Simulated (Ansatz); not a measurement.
The system is BiTe.

```
CELL_PARAMETERS angstrom
2.42271 1.39875 3.31729
-2.42271 1.39875 3.31729
0.00000 -2.79750 3.31729
ATOMIC_POSITIONS crystal
Bi 0.50000 0.50000 0.50000
Te 0.00000 0.00000 0.00000
```

The cell comes from a database or a generator and needn't be the stable form of this composition.

- Program: Ansatz 0.2.0
- Task: relaxation of cell and atoms
- Functional: PBEsol0
- Potentials or basis: Ansatz PAW
- Cutoff: 420 eV (not typed: the program's choice for these potentials)
- k mesh: 4 × 4 × 4
- Occupations: fermi-dirac, width 0.05 eV
- Spin: no spin polarisation

At the start: volume 33.72 Å³/atom.

**Question.** How do energy, volume and symmetry change on relaxing?

**Answer.** It ends after 6 steps and the volume is 31.47 Å³/atom (-6.7 %); space group R-3m (No. 166, to 0.05 Å).

Step by step:
```tsv
step	energy change (eV)	largest force (eV/Å)	volume (Å³)
1	0.0000	0.0000	67.45
2	-0.0315	0.0000	60.63
3	-0.0520	0.0000	63.31
4	-0.0524	0.0000	62.99
5	-0.0524	0.0000	62.94
6	-0.0514	0.0000	62.94
```

Final structure:
```xyz
2
Lattice="2.3786 1.3733 3.2115 -2.3786 1.3733 3.2115 0.0000 -2.7466 3.2115" Properties=species:S:1:pos:R:3 pbc="T T T"
Bi    0.0000    0.0000    4.8172
Te    0.0000    0.0000    0.0000
```

Caveat: the k mesh is coarse (spacing up to 0.41 Å⁻¹), so the values aren't converged, least of all with exact exchange; the plane-wave basis is chosen anew once the cell has moved, so the energies of steps on either side of that aren't comparable; the PAW data sets come from PBE, with cores solved anew for the run's functional, which leaves a small shift of forces and pressure.
